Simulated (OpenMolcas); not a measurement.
# Fe⁴⁺ among point charges: CASSCF and CASPT2 levels and susceptibility

How does a field of 6 point charges split the states of Fe⁴⁺, and what χT follows?

Method: state-averaged CASSCF and CASPT2, spin-orbit coupling by RASSI with atomic mean-field integrals. Code: OpenMolcas 26.06.

### 1 Starting point

| Item | Value |
| --- | --- |
| Species | Fe⁴⁺ (iron, Z = 26, 22 electrons) |
| Basis | ANO-RCC-VTZP [6s5p3d2f1g], 59 functions |
| Scalar Hamiltonian | DKH2, point nucleus |
| Inactive shells | 1s 2s 2p 3s 3p |
| Active space | 4 electrons in 5 orbitals (3d) |
| Some configurations of this space | 3d4 |
| Orbitals | optimised for each spin and parity, averaged over all roots |

The outer shells:

3d4
```
3d [↑ ][↑ ][↑ ][↑ ][  ]
```

The ion sits among 6 point charges of -1 e arranged as a tetragonal octahedron (D4h), 1.65 Å from the ion, with the axial distance 1.947 Å.

The work runs as a chain of OpenMolcas steps in one folder; each step below is one input file. Labels, J, g values, rates, χT and fits are worked out afterwards by a script from the matrices that RASSI stores. The input lists half of the charges; inversion (Group=XYZ) makes the rest.

### 2 GATEWAY and SEWARD: basis and integrals

a.inp reads:

```
&GATEWAY
Coord
1

Fe 0.0 0.0 0.0
Basis=ANO-RCC-VTZP
Group=XYZ
NoMove
AngMom=0.0 0.0 0.0
AMFI
XField
3 Angstrom 0
1.650000 0.000000 0.000000 -1.000000
0.000000 1.650000 0.000000 -1.000000
0.000000 0.000000 1.947000 -1.000000
&SEWARD
```

Launch:

```
$ OMP_NUM_THREADS=1 MOLCAS_MEM=1689 MOLCAS_PROJECT=a pymolcas a.inp > a.log
```

### 3 CASSCF: quintets of even parity, 5 roots

a.inp reads:

```
&RASSCF
FileOrb=start.orb
Symmetry=1
Spin=5
nActEl=4 0 0
Inactive=3 6
Ras2=5 0
CIRoot=5 5 1
SDav=5
CIMx=300
Iter=120 100
PrWF=0.3
OrbListing=Nothing
MaxOrb=0
>>> COPY $Project.JobIph JOB001
```

start.orb holds the contracted functions of the basis, ordered by shell, or the orbitals of the step before.

### 4 Reference wave functions, triplets of even parity, 45 roots

a.inp reads:

```
&RASSCF
FileOrb=start.orb
Symmetry=1
Spin=3
nActEl=4 0 0
Inactive=3 6
Ras2=5 0
CIRoot=45 45 1
SDav=45
CIMx=300
Iter=120 100
PrWF=0.3
OrbListing=Nothing
MaxOrb=0
>>> COPY $Project.JobIph JOB002
```

### 5 Reference wave functions, singlets of even parity, 50 roots

a.inp reads:

```
&RASSCF
FileOrb=start.orb
Symmetry=1
Spin=1
nActEl=4 0 0
Inactive=3 6
Ras2=5 0
CIRoot=50 50 1
SDav=50
CIMx=300
Iter=120 100
PrWF=0.3
OrbListing=Nothing
MaxOrb=0
>>> COPY $Project.JobIph JOB003
```

### 6 RASSI: spin-orbit coupling between the states

a.inp reads:

```
&RASSI
NrOfJobIphs=3 5 45 50
1 2 3 4 5
1 2 3 4 5 6 7 8 9 10 11 12 13 14 15 16 17 18 19 20 21 22 23 24 25 26 27
28 29 30 31 32 33 34 35 36 37 38 39 40 41 42 43 44 45
1 2 3 4 5 6 7 8 9 10 11 12 13 14 15 16 17 18 19 20 21 22 23 24 25 26 27
28 29 30 31 32 33 34 35 36 37 38 39 40 41 42 43 44 45 46 47 48 49 50
IphNames
JOB001
JOB002
JOB003
EJob
SpinOrbit
DIPRint=1.0
SOCoupling=1000.0
Subsets=2
Property=9
'ANGMOM' 1 'ANGMOM' 2 'ANGMOM' 3 'MLTPL  1' 1 'MLTPL  1' 2 'MLTPL  1' 3
'AMFI' 1 'AMFI' 2 'AMFI' 3
SOProperty=3
'ANGMOM' 1 'ANGMOM' 2 'ANGMOM' 3
```

### 7 CASPT2: IPEA 0.25, imaginary shift 0.1 (closed shells correlated: 3s 3p)

a.inp reads:

```
>>> COPY JOB001 $Project.JobIph
&CASPT2
Multistate=5 1 2 3 4 5
NoMult
Frozen=2 3
IPEA=0.25
Imaginary=0.1
MaxIter=60
WThr=0.0 0.3 0.05
PrWF=0.5
NoMix
>>> COPY JOB002 $Project.JobIph
&CASPT2
Multistate=45 1 2 3 4 5 6 7 8 9 10 11 12 13 14 15 16 17 18 19 20 21 22
23 24 25 26 27 28 29 30 31 32 33 34 35 36 37 38 39 40 41 42 43 44 45
NoMult
Frozen=2 3
IPEA=0.25
Imaginary=0.1
MaxIter=60
WThr=0.0 0.3 0.05
PrWF=0.5
NoMix
>>> COPY JOB003 $Project.JobIph
&CASPT2
Multistate=50 1 2 3 4 5 6 7 8 9 10 11 12 13 14 15 16 17 18 19 20 21 22
23 24 25 26 27 28 29 30 31 32 33 34 35 36 37 38 39 40 41 42 43 44 45 46
47 48 49 50
NoMult
Frozen=2 3
IPEA=0.25
Imaginary=0.1
MaxIter=60
WThr=0.0 0.3 0.05
PrWF=0.5
NoMix
```

(Steps that only read results are left out.)

Q: Predict the outcome of this session. Wanted: spin-free ground state; first state of the same spin within the active space; lowest level; next level.

The runs gave:

| quantity | value |
| --- | --- |
| method | SS-CASPT2, IPEA 0.25, imaginary shift 0.1 (closed shells correlated: 3s 3p) |
| spin-free ground state | 5B1, 1-fold in its orbital part |
| first state of the same spin within the active space | 5B2 at 2790 cm⁻¹ |
| lowest level | 1-fold A1 |
| next level | 0.7 cm⁻¹ |
| χT at 300 K | 2.55 cm³ K/mol |
| effective moment at 300 K | 4.52 μB |

Cost by method:

```
                                              method  time of its own steps  time with the reference
                                           A. CASSCF                   19 s                     19 s
B. SS-CASPT2, IPEA 0.25, imaginary shift 0.1, +3s 3p                  9.3 s                     28 s
```

Times are of one thread on a shared host.

**Reading.** The spin-free ground state (5B1) comes to 100 % from free-ion D terms and keeps the highest spin of the shell. χT at 300 K is 2.55, against 3.01 cm³ K/mol for the spin alone, so spin-orbit coupling lowers it. An active space of the d shell alone favours high spin; real ions in strong fields can be low spin. The field of point charges can differ much from that of real complexes. With metal d orbitals alone active, the gaps between spin states are rough; where two lie within a few thousand cm-1, their order is open. Point charges carry no covalency, so the field is a model and not that of real ligands.
